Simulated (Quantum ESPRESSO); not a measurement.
# Cu (Fm-3m) in Quantum ESPRESSO: notebook

One crystal, Cu, is run at these levels: PBEsol; tasks: single point, equation of state.

All numbers are computed with Quantum ESPRESSO 7.5; they aren't measurements. Logs are shortened: lines on timing, memory, paths and dates and some standing lists are left out, and cuts for length are marked.

### 1 The crystal as given

Symmetry: Fm-3m, No. 225, cubic system. Conventional cell: a = 3.620 Å, b = 3.620 Å, c = 3.620 Å, α = 90.00°, β = 90.00°, γ = 90.00°. Around Cu (site symmetry m-3m) lie 12 Cu at 2.56 Å.

The cell was built by a generator and needn't be a form met in nature.

### 2 Single point, PBEsol, 11.15 Å³/atom

pw.in reads:

```
&CONTROL
  calculation = 'scf'
  prefix = 'pwscf'
  outdir = './tmp'
  pseudo_dir = './pseudo'
  tprnfor = .true.
  tstress = .true.
  disk_io = 'nowf'
/
&SYSTEM
  ibrav = 0
  nat = 1
  ntyp = 1
  ecutwfc = 56
  ecutrho = 448
  nbnd = 16
  occupations = 'smearing'
  smearing = 'mp'
  degauss = 0.01469973
/
&ELECTRONS
  conv_thr = 2d-10
  electron_maxstep = 120
  mixing_beta = 0.5
/
ATOMIC_SPECIES
Cu    63.5460 cu_pbesol_v1.2.uspp.F.UPF
CELL_PARAMETERS angstrom
   0.0000000000    1.7730508568    1.7730508568
   1.7730508568    0.0000000000    1.7730508568
   1.7730508568    1.7730508568    0.0000000000
ATOMIC_POSITIONS crystal
Cu     0.0000000000    0.0000000000    0.0000000000
K_POINTS automatic
20 20 20 0 0 0
```

Potentials or basis: GBRV 1.5 PBEsol.

Launch:

```sh
> OMP_NUM_THREADS=1 pw.x -in pw.in > pw.out
```

pw.out:

```text
This program is part of the open-source Quantum ESPRESSO suite
     for quantum simulation of materials; please cite
[... 9 lines left out ...]
     --------------------
     sticks:   dense  smooth     PW     G-vecs:    dense   smooth      PW
     Sum         685     349    121                12039     4279     869

     Using Slab Decomposition

     bravais-lattice index     =            0
     lattice parameter (alat)  =       4.7384  a.u.
     unit-cell volume          =      75.2298 (a.u.)^3
     number of atoms/cell      =            1
     number of atomic types    =            1
     number of electrons       =        19.00
     number of Kohn-Sham states=           16
     kinetic-energy cutoff     =      56.0000  Ry
     charge density cutoff     =     448.0000  Ry
     scf convergence threshold =      2.0E-10
     mixing beta               =       0.5000
     number of iterations used =            8  plain     mixing
     Exchange-correlation= SLA  PW   PSX  PSC
                           (   1   4  10   8   0   0   0)

     celldm(1)=   4.738436  celldm(2)=   0.000000  celldm(3)=   0.000000
     celldm(4)=   0.000000  celldm(5)=   0.000000  celldm(6)=   0.000000

     crystal axes: (cart. coord. in units of alat)
               a(1) = (   0.000000   0.707107   0.707107 )
               a(2) = (   0.707107   0.000000   0.707107 )
               a(3) = (   0.707107   0.707107   0.000000 )

     reciprocal axes: (cart. coord. in units 2 pi/alat)
               b(1) = ( -0.707107  0.707107  0.707107 )
               b(2) = (  0.707107 -0.707107  0.707107 )
               b(3) = (  0.707107  0.707107 -0.707107 )

     PseudoPot. # 1 for Cu read from file:
     cu_pbesol_v1.2.uspp.F.UPF
     Pseudo is Ultrasoft + core correction, Zval = 19.0
     Generated by new atomic code, or converted to UPF format
     Using radial grid of  867 points,  6 beta functions with:
                l(1) =   0
                l(2) =   0
                l(3) =   1
                l(4) =   1
                l(5) =   2
                l(6) =   2
     Q(r) pseudized with  8 coefficients,  rinner =    1.150   1.150   1.150
                                                       1.150   1.150

     atomic species   valence    mass     pseudopotential
     Cu               19.00    63.54600     Cu( 1.00)

     48 Sym. Ops., with inversion, found

   Cartesian axes

     site n.     atom                  positions (alat units)
         1        Cu     tau(   1) = (   0.0000000   0.0000000   0.0000000  )

     number of k points=   256  Methfessel-Paxton smearing, width (Ry)=  0.0147

     Number of k-points >= 100: set verbosity='high' to print them.

     Dense  grid:    12039 G-vectors     FFT dimensions: (  32,  32,  32)

     Smooth grid:     4279 G-vectors     FFT dimensions: (  24,  24,  24)

     Check: negative core charge=   -0.000002

     Initial potential from superposition of free atoms

     starting charge      18.0000, renormalised to      19.0000
     Starting wfcs are   13 randomized atomic wfcs +    3 random wfcs

     Self-consistent Calculation

     iteration #  1     ecut=    56.00 Ry     beta= 0.50
     Davidson diagonalization with overlap
     ethr =  1.00E-02,  avg # of iterations =  6.0

     total energy              =    -400.94829766 Ry
     estimated scf accuracy    <       5.17084960 Ry

     iteration #  2     ecut=    56.00 Ry     beta= 0.50
     Davidson diagonalization with overlap
     ethr =  1.00E-02,  avg # of iterations =  3.0

     total energy              =    -402.95410124 Ry
     estimated scf accuracy    <       5.44424932 Ry

     iteration #  3     ecut=    56.00 Ry     beta= 0.50
     Davidson diagonalization with overlap
     ethr =  1.00E-02,  avg # of iterations =  2.0

     total energy              =    -403.52479930 Ry
     estimated scf accuracy    <       0.23007361 Ry

     iteration #  4     ecut=    56.00 Ry     beta= 0.50
     Davidson diagonalization with overlap
     ethr =  1.21E-03,  avg # of iterations =  1.1

     total energy              =    -403.53600258 Ry
     estimated scf accuracy    <       0.09229264 Ry

     iteration #  5     ecut=    56.00 Ry     beta= 0.50
     Davidson diagonalization with overlap
     ethr =  4.86E-04,  avg # of iterations =  1.2

     total energy              =    -403.49134645 Ry
     estimated scf accuracy    <       0.12778896 Ry

     iteration #  6     ecut=    56.00 Ry     beta= 0.50
     Davidson diagonalization with overlap
     ethr =  4.86E-04,  avg # of iterations =  2.0

     total energy              =    -403.51323160 Ry
     estimated scf accuracy    <       0.00096975 Ry

     iteration #  7     ecut=    56.00 Ry     beta= 0.50
     Davidson diagonalization with overlap
     ethr =  5.10E-06,  avg # of iterations =  3.0

     total energy              =    -403.51280106 Ry
     estimated scf accuracy    <       0.00229549 Ry

     iteration #  8     ecut=    56.00 Ry     beta= 0.50
     Davidson diagonalization with overlap
     ethr =  5.10E-06,  avg # of iterations =  1.3

     total energy              =    -403.51306348 Ry
     estimated scf accuracy    <       0.00010105 Ry

     iteration #  9     ecut=    56.00 Ry     beta= 0.50
     Davidson diagonalization with overlap
     ethr =  5.32E-07,  avg # of iterations =  2.0

     total energy              =    -403.51301679 Ry
     estimated scf accuracy    <       0.00038048 Ry

     iteration # 10     ecut=    56.00 Ry     beta= 0.50
     Davidson diagonalization with overlap
     ethr =  5.32E-07,  avg # of iterations =  1.1

     total energy              =    -403.51304821 Ry
     estimated scf accuracy    <       0.00001329 Ry

     iteration # 11     ecut=    56.00 Ry     beta= 0.50
     Davidson diagonalization with overlap
     ethr =  7.00E-08,  avg # of iterations =  1.2

     total energy              =    -403.51304631 Ry
     estimated scf accuracy    <       0.00001071 Ry

     iteration # 12     ecut=    56.00 Ry     beta= 0.50
     Davidson diagonalization with overlap
     ethr =  5.63E-08,  avg # of iterations =  1.0

     total energy              =    -403.51304695 Ry
     estimated scf accuracy    <       0.00000079 Ry

     iteration # 13     ecut=    56.00 Ry     beta= 0.50
     Davidson diagonalization with overlap
     ethr =  4.14E-09,  avg # of iterations =  2.0

     total energy              =    -403.51304709 Ry
     estimated scf accuracy    <       0.00000002 Ry

     iteration # 14     ecut=    56.00 Ry     beta= 0.50
     Davidson diagonalization with overlap
     ethr =  9.88E-11,  avg # of iterations =  3.1

     total energy              =    -403.51304710 Ry
     estimated scf accuracy    <       0.00000002 Ry

     iteration # 15     ecut=    56.00 Ry     beta= 0.50
     Davidson diagonalization with overlap
     ethr =  9.45E-11,  avg # of iterations =  1.0

     total energy              =    -403.51304709 Ry
     estimated scf accuracy    <       0.00000004 Ry

     iteration # 16     ecut=    56.00 Ry     beta= 0.50
     Davidson diagonalization with overlap
     ethr =  9.45E-11,  avg # of iterations =  2.0

     total energy              =    -403.51304710 Ry
     estimated scf accuracy    <          7.7E-10 Ry

     iteration # 17     ecut=    56.00 Ry     beta= 0.50
     Davidson diagonalization with overlap
     ethr =  4.07E-12,  avg # of iterations =  1.3

     total energy              =    -403.51304710 Ry
     estimated scf accuracy    <          7.2E-10 Ry

     iteration # 18     ecut=    56.00 Ry     beta= 0.50
     Davidson diagonalization with overlap
     ethr =  3.78E-12,  avg # of iterations =  1.0

     total energy              =    -403.51304710 Ry
     estimated scf accuracy    <          3.1E-10 Ry

     iteration # 19     ecut=    56.00 Ry     beta= 0.50
     Davidson diagonalization with overlap
     ethr =  1.65E-12,  avg # of iterations =  1.3

     End of self-consistent calculation

     Number of k-points >= 100: set verbosity='high' to print the bands.

     the Fermi energy is    17.0989 ev

!    total energy              =    -403.51304710 Ry
     estimated scf accuracy    <          1.1E-11 Ry
     smearing contrib. (-TS)   =       0.00001523 Ry
     internal energy E=F+TS    =    -403.51306232 Ry

     The total energy is F=E-TS. E is the sum of the following terms:
     one-electron contribution =    -260.25516050 Ry
     hartree contribution      =     142.15767735 Ry
     xc contribution           =     -38.42327490 Ry
     ewald contribution        =    -246.99230428 Ry

     convergence has been achieved in  19 iterations

     Forces acting on atoms (cartesian axes, Ry/au):

     atom    1 type  1   force =     0.00000000    0.00000000    0.00000000

     Total force =     0.000000     Total SCF correction =     0.000000

     Computing stress (Cartesian axis) and pressure

          total   stress  (Ry/bohr**3)                   (kbar)     P=       27.03
   0.00018377  -0.00000000  -0.00000000           27.03       -0.00       -0.00
  -0.00000000   0.00018377  -0.00000000           -0.00       27.03       -0.00
  -0.00000000  -0.00000000   0.00018377           -0.00       -0.00       27.03

=------------------------------------------------------------------------------=
   JOB DONE.
=------------------------------------------------------------------------------=
```

It took 68 s on 1 thread of Intel Xeon Platinum 8259CL at 2.50GHz (Skylake/Cascade Lake), shared host; peak memory 0.1 GiB.

What came out:

| Item | Value |
| --- | --- |
| Free energy | -5490.0747 eV |
| Pressure | 2.7 GPa |
| Band gap on the k mesh | none (metal or under the smearing width) |

### 3 Single point, PBEsol, 11.39 Å³/atom

Edit pw.in of step 2 so:

```diff
@@ -28,5 +28,5 @@
 CELL_PARAMETERS angstrom
-   0.0000000000    1.7730508568    1.7730508568
-   1.7730508568    0.0000000000    1.7730508568
-   1.7730508568    1.7730508568    0.0000000000
+   0.0000000000    1.7855375418    1.7855375418
+   1.7855375418    0.0000000000    1.7855375418
+   1.7855375418    1.7855375418    0.0000000000
 ATOMIC_POSITIONS crystal
```

Potentials or basis: GBRV 1.5 PBEsol.

Launch:

```sh
> OMP_NUM_THREADS=1 pw.x -in pw.in > pw.out
```

Wall time 62 s (1 thread of Intel Xeon Platinum 8259CL at 2.50GHz (Skylake/Cascade Lake), shared host); peak memory 0.11 GiB.

The run converged. Its results:

```
Free energy            : -5490.0767 eV
Pressure               : -1.0 GPa
Band gap on the k mesh : none (metal or under the smearing width)
```

### 4 Single point, PBEsol, 11.62 Å³/atom

Edit pw.in of step 3 so:

```diff
@@ -28,5 +28,5 @@
 CELL_PARAMETERS angstrom
-   0.0000000000    1.7855375418    1.7855375418
-   1.7855375418    0.0000000000    1.7855375418
-   1.7855375418    1.7855375418    0.0000000000
+   0.0000000000    1.7978519830    1.7978519830
+   1.7978519830    0.0000000000    1.7978519830
+   1.7978519830    1.7978519830    0.0000000000
 ATOMIC_POSITIONS crystal
```

Launch:

```sh
> OMP_NUM_THREADS=1 pw.x -in pw.in > pw.out
```

It took 71 s on 1 thread of Intel Xeon Platinum 8259CL at 2.50GHz (Skylake/Cascade Lake), shared host; peak memory 0.11 GiB.

It converged, with:

| Property | Result |
| --- | --- |
| Free energy | -5490.0736 eV |
| Pressure | -4.2 GPa |
| Band gap on the k mesh | none (metal or under the smearing width) |

### 5 Single point, PBEsol, 11.86 Å³/atom

Edit pw.in of step 4 so:

```diff
@@ -28,5 +28,5 @@
 CELL_PARAMETERS angstrom
-   0.0000000000    1.7978519830    1.7978519830
-   1.7978519830    0.0000000000    1.7978519830
-   1.7978519830    1.7978519830    0.0000000000
+   0.0000000000    1.8100000000    1.8100000000
+   1.8100000000    0.0000000000    1.8100000000
+   1.8100000000    1.8100000000    0.0000000000
 ATOMIC_POSITIONS crystal
```

Launch:

```sh
> OMP_NUM_THREADS=1 pw.x -in pw.in > pw.out
```

It took 73 s on 1 thread of Intel Xeon Platinum 8259CL at 2.50GHz (Skylake/Cascade Lake), shared host; peak memory 0.11 GiB.

It converged, with:

```yaml
Free_energy: -5490.0661 eV
Pressure: -7.1 GPa
Band_gap_on_the_k_mesh: none (metal or under the smearing width)
```

### 6 Single point, PBEsol, 12.10 Å³/atom

Edit pw.in of step 5 so:

```diff
@@ -28,5 +28,5 @@
 CELL_PARAMETERS angstrom
-   0.0000000000    1.8100000000    1.8100000000
-   1.8100000000    0.0000000000    1.8100000000
-   1.8100000000    1.8100000000    0.0000000000
+   0.0000000000    1.8219871043    1.8219871043
+   1.8219871043    0.0000000000    1.8219871043
+   1.8219871043    1.8219871043    0.0000000000
 ATOMIC_POSITIONS crystal
```

Potentials or basis: GBRV 1.5 PBEsol.

Launch:

```sh
> OMP_NUM_THREADS=1 pw.x -in pw.in > pw.out
```

It took 87 s on 1 thread of Intel Xeon Platinum 8259CL at 2.50GHz (Skylake/Cascade Lake), shared host; peak memory 0.11 GiB.

Results (log left out):

```yaml
Free_energy: -5490.0545 eV
Pressure: -9.5 GPa
Band_gap_on_the_k_mesh: none (metal or under the smearing width)
```

### 7 Single point, PBEsol, 12.33 Å³/atom

Edit pw.in of step 6 so:

```diff
@@ -28,5 +28,5 @@
 CELL_PARAMETERS angstrom
-   0.0000000000    1.8219871043    1.8219871043
-   1.8219871043    0.0000000000    1.8219871043
-   1.8219871043    1.8219871043    0.0000000000
+   0.0000000000    1.8338185209    1.8338185209
+   1.8338185209    0.0000000000    1.8338185209
+   1.8338185209    1.8338185209    0.0000000000
 ATOMIC_POSITIONS crystal
```

Launch:

```sh
> OMP_NUM_THREADS=1 pw.x -in pw.in > pw.out
```

Run time: 89 s. Hardware: 1 thread of Intel Xeon Platinum 8259CL at 2.50GHz (Skylake/Cascade Lake), shared host; peak memory 0.11 GiB.

It converged, with:

```yaml
Free_energy: -5490.0395 eV
Pressure: -11.7 GPa
Band_gap_on_the_k_mesh: none (metal or under the smearing width)
```

### 8 Single point, PBEsol, 12.57 Å³/atom

Edit pw.in of step 7 so:

```diff
@@ -28,5 +28,5 @@
 CELL_PARAMETERS angstrom
-   0.0000000000    1.8338185209    1.8338185209
-   1.8338185209    0.0000000000    1.8338185209
-   1.8338185209    1.8338185209    0.0000000000
+   0.0000000000    1.8454992086    1.8454992086
+   1.8454992086    0.0000000000    1.8454992086
+   1.8454992086    1.8454992086    0.0000000000
 ATOMIC_POSITIONS crystal
```

Launch:

```sh
> OMP_NUM_THREADS=1 pw.x -in pw.in > pw.out
```

It took 84 s on 1 thread of Intel Xeon Platinum 8259CL at 2.50GHz (Skylake/Cascade Lake), shared host; peak memory 0.12 GiB.

It converged, with:

```yaml
Free_energy: -5490.0214 eV
Pressure: -13.7 GPa
Band_gap_on_the_k_mesh: none (metal or under the smearing width)
```

### 9 Equation of state, PBEsol

Potentials or basis: GBRV 1.5 PBEsol.

No new run: the results of the series are fitted here.

Results:

```
Equilibrium volume                      : 11.36 Å³/atom
Bulk modulus                            : 167 GPa
Pressure derivative of the bulk modulus : 5.1
```

Energy against volume, from the lowest point:
```csv
volume (Å³/atom),energy (meV/atom)
11.148,2.02
11.385,0.00
11.622,3.07
11.859,10.64
12.097,22.17
12.334,37.19
12.571,55.28
```
